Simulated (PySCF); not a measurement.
# C6H5N3: the cost of one run

Computed with PySCF 2.14.0 and routines of our own; the level stands in each step. Atoms count from 0.

### Step 1. The system as given

14 atoms, charge 0, multiplicity 1; geometry from: GFN2-xTB.

### Step 2. Relaxing the molecule at PBE0-D3(BJ)/def2-SVP

What the job is given:

```
{"job": {"xc": "PBE0", "basis": "def2-SVP", "d3": "d3bj", "grid": 2, "kind": "geom"}, "charge": 0, "multiplicity": 1}
C      3.142606     0.543441    -0.166091
C      2.094715    -0.127748     0.165350
C      1.031240    -0.811030     0.502523
C     -0.318677    -0.384179     0.199104
N     -0.514731     0.759818    -0.464779
C     -1.772509     1.067920    -0.693817
N     -2.825613     0.352690    -0.326079
C     -2.526015    -0.761594     0.323531
N     -1.312023    -1.179033     0.611437
H      3.566850     1.292063     0.483146
H      3.641087     0.389333    -1.109286
H      1.109180    -1.747422     1.036745
H     -1.964675     1.988929    -1.231304
H     -3.352112    -1.383662     0.647354
```

On the command line:

```sh
> OMP_NUM_THREADS=1 python excited_run.py task.json out
```

This one command runs all jobs of the session in turn.

**Question.** How long does this first job take on 1 thread of Arm Neoverse V1, shared host, and how much memory does it need?

About 30 s, with a peak of 0.73 GiB.
